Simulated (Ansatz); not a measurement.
# C2H6OSi: comparison of dispersion corrections in Python

A script is to give a comparison of dispersion corrections; the system is C2H6OSi.

All numbers are computed with Ansatz 0.2.0, driven from Python. The levels of theory stand in the script.

## (1) The structure

Bond lengths: C1–C2 1.440 Å, C2–O3 1.233 Å, C2–Si4 1.913 Å, C1–H5 1.085 Å, C1–H6 1.138 Å, C1–H7 1.107 Å, Si4–H8 1.498 Å, Si4–H9 1.533 Å, Si4–H10 1.417 Å. Angles (14 of 15 angles, heavy atoms first): C1–C2–O3 123.6°, C1–C2–Si4 117.5°, O3–C2–Si4 118.8°, C2–C1–H5 114.7°, C2–C1–H6 111.7°, C2–C1–H7 112.4°, C2–Si4–H8 109.5°, C2–Si4–H9 109.4°, C2–Si4–H10 115.2°, H5–C1–H6 104.4°, H5–C1–H7 108.2°, H6–C1–H7 104.5°, H8–Si4–H9 104.1°, H8–Si4–H10 108.9°.

The script reads c2h6osi.xyz:

```xyz
10

C    -0.70780    1.01240   -0.66610
C    -0.12130   -0.30240   -0.67430
O    -0.14960   -1.05710   -1.64920
Si    0.81000   -0.86560    0.89940
H    -0.00320    1.82260   -0.50910
H    -1.20560    1.25790   -1.65980
H    -1.51820    1.10910    0.08170
H     0.15070   -2.08840    1.45980
H     0.63690    0.18940    1.99850
H     2.19120   -1.12910    0.72220
```

## (2) The script

Contents of run_disp.py:

```python
"""Size of D3 and D4 in C2H6OSi."""

import ansatz as az


def main() -> None:
    molecule = az.Crystal.molecule_from_extxyz("c2h6osi.xyz")

    job = molecule.calculation().basis(gaussian="def2-SVP")
    for name in ["blyp", "revpbe"]:
        for correction in ("d3bj", "d4"):
            r = job.functional(name, dispersion=correction).run(threads=1).report
            print(f"{name:8s} {correction:5s} total {r['free_energy_ev']:.5f} eV, of which dispersion {1000 * r['dispersion']['energy']['ev']:.2f} meV")


if __name__ == "__main__":
    main()
```

## (3) The calls as engine input

The package turns the script's settings into the engine's input (first run):

```yaml
crystal:
  periodic: [false, false, false]
  atoms:
    - { symbol: C, position_ang: [-0.7078, 1.0124, -0.6661] }
    - { symbol: C, position_ang: [-0.1213, -0.3024, -0.6743] }
    - { symbol: O, position_ang: [-0.1496, -1.0571, -1.6492] }
    - { symbol: Si, position_ang: [0.81, -0.8656, 0.8994] }
    - { symbol: H, position_ang: [-0.0032, 1.8226, -0.5091] }
    - { symbol: H, position_ang: [-1.2056, 1.2579, -1.6598] }
    - { symbol: H, position_ang: [-1.5182, 1.1091, 0.0817] }
    - { symbol: H, position_ang: [0.1507, -2.0884, 1.4598] }
    - { symbol: H, position_ang: [0.6369, 0.1894, 1.9985] }
    - { symbol: H, position_ang: [2.1912, -1.1291, 0.7222] }
basis:
  gaussian:
    orbitals: def2-SVP
hamiltonian:
  xc: blyp
  dispersion: d3bj
```

## (4) Launch

Started as:

```sh
$ python run_disp.py
```

The program printed:

```text
blyp     d3bj  total -12088.61499 eV, of which dispersion -404.93 meV
blyp     d4    total -12088.60617 eV, of which dispersion -396.12 meV
revpbe   d3bj  total -12087.57788 eV, of which dispersion -476.79 meV
revpbe   d4    total -12087.67320 eV, of which dispersion -572.11 meV
```

Run time: 8.9 s. Hardware: 1 thread of Arm Neoverse V1, shared host; peak memory 0.17 GiB.

## (5) What changed from run to run

The engine's inputs for the other runs:

Run 2, against run 1:

```diff
@@ -19 +19 @@
-  dispersion: d3bj
+  dispersion: d4
```

Run 3, against run 1:

```diff
@@ -18 +18 @@
-  xc: blyp
+  xc: revpbe
```

Run 4, against run 1:

```diff
@@ -18,2 +18,2 @@
-  xc: blyp
-  dispersion: d3bj
+  xc: revpbe
+  dispersion: d4
```

Lines on the test bed's own set-up are left out of the output.

## (6) Run by run

From the records of these 4 runs:

```csv
run,functional,dispersion,energy (eV),SCF cycles,CPU time (s)
1,blyp,d3bj,-12088.6150,17,2.1
2,blyp,d4,-12088.6062,17,2.1
3,revpbe,d3bj,-12087.5779,18,2.1
4,revpbe,d4,-12087.6732,18,2.1
```

Totals hang on method, basis and potentials, so only like runs compare.

## (7) Summary of results

```
         quantity                   value
dispersion energy  -572.11 to -396.12 meV
    runs compared                       4
```

In words: The dispersion term depends on the functional it is damped for, so it isn't a property of the molecule alone. All 4 runs converged, in 17 to 18 cycles. The geometry is a force-field or estimated start, not a minimum of this method, and the basis set is short of its limit. D4 holds the three-body term, and d3bj doesn't.
